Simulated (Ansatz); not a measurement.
Geometry optimisation, DFT PBE, scalar-relativistic, plane waves, PAW in Ansatz 0.2.0.

Input:

```yaml
accuracy: low
crystal:
  lattice:
    - [0.0, 5.43, 5.43]
    - [5.43, 0.0, 5.43]
    - [5.43, 5.43, 0.0]
  atoms:
    - { symbol: Si, position: [0.0, 0.0, 0.0] }
    - { symbol: Si, position: [0.125, 0.125, 0.125] }
    - { symbol: Si, position: [0.0, 0.0, 0.5] }
    - { symbol: Si, position: [0.125, 0.125, 0.625] }
    - { symbol: Si, position: [0.0, 0.5, 0.0] }
    - { symbol: Si, position: [0.125, 0.625, 0.125] }
    - { symbol: Si, position: [0.0, 0.5, 0.5] }
    - { symbol: Si, position: [0.125, 0.625, 0.625] }
    - { symbol: Si, position: [0.5, 0.0, 0.0] }
    - { symbol: Si, position: [0.625, 0.125, 0.125] }
    - { symbol: Si, position: [0.5, 0.0, 0.5] }
    - { symbol: Si, position: [0.625, 0.125, 0.625] }
    - { symbol: Si, position: [0.5, 0.5, 0.0] }
    - { symbol: Si, position: [0.625, 0.625, 0.125] }
    - { symbol: Si, position: [0.5, 0.5, 0.5] }
    - { symbol: Si, position: [0.625, 0.625, 0.625] }
    - { symbol: O, position: [0.3738711, 0.3800155, 0.8762197], spin: 1.0 }
magnetization:
  spin_polarized: true
basis:
  ecutwfc: 420.0
kpoints:
  mp_grid: { grid: [2, 2, 2] }
hamiltonian:
  xc: pbe
  pseudopotentials: { kind: paw, azcp: { folder: soft_1 } }
scf:
  occupations: { method: fermi_dirac, width: 0.05 }
  lower_state_search: "off"
relax:
  f_tol: 0.08
  max_steps: 25
  adjacent_minimum: "off"
```

Launched with:

```bash
$ ansatz run input.yaml --threads 1 --pin off --max-ram 3072MiB --backend cpu --events-out ev --progress --plain --runs-dir out
```

Question: Where does it end, and by what steps?

Answer: The run converged. Limits of this set-up: coarse k mesh, a small cell, in which the defect meets its images, low accuracy level. After 17 steps the energy has fallen by 3.460 eV; O17 moved furthest, 1.45 Å. Joined: Si5–O17 (2.34 → 1.66 Å), Si6–O17 (2.68 → 1.67 Å).

```csv
step,energy less start (eV),largest force component (eV/Å),accepted
0,0.0000,0.393,yes
1,-0.0741,0.303,yes
2,-0.2418,0.997,yes
3,-0.4551,0.957,yes
4,-0.6811,0.804,yes
5,-1.0401,0.777,yes
6,-1.1606,0.493,yes
7,-1.2399,0.302,yes
8,-1.2984,0.353,yes
9,-1.4230,0.716,yes
10,-1.6318,0.628,yes
11,-1.7420,2.155,yes
12,-1.9355,0.978,yes
13,-2.4321,1.713,yes
14,-3.0238,1.512,yes
15,-3.3776,0.778,yes
16,-3.4536,0.140,yes
17,-3.4600,0.051,yes
```

```xyz
17
Lattice="0.0000 5.4300 5.4300 5.4300 0.0000 5.4300 5.4300 5.4300 0.0000" Properties=species:S:1:pos:R:3
Si -0.023 0.047 -0.011
Si 1.300 1.404 1.322
Si 2.593 2.736 -0.109
Si 3.934 4.122 1.244
Si 2.375 -0.146 2.665
Si 4.059 1.593 4.340
Si 5.142 2.580 2.546
Si 6.475 3.873 3.955
Si 0.026 2.751 2.784
Si 1.386 4.139 4.111
Si 2.664 5.486 2.673
Si 4.028 6.811 4.049
Si 2.743 2.992 5.658
Si 4.150 4.284 6.992
Si 5.407 5.451 5.380
Si 6.752 6.838 6.727
O 8.110 6.127 4.068
```

Whether the end is a true minimum wasn't checked by a vibrational analysis.

The run took 4.9 min on 1 thread of Arm Neoverse V1, with other jobs on the host, peak memory 0.67 GiB.
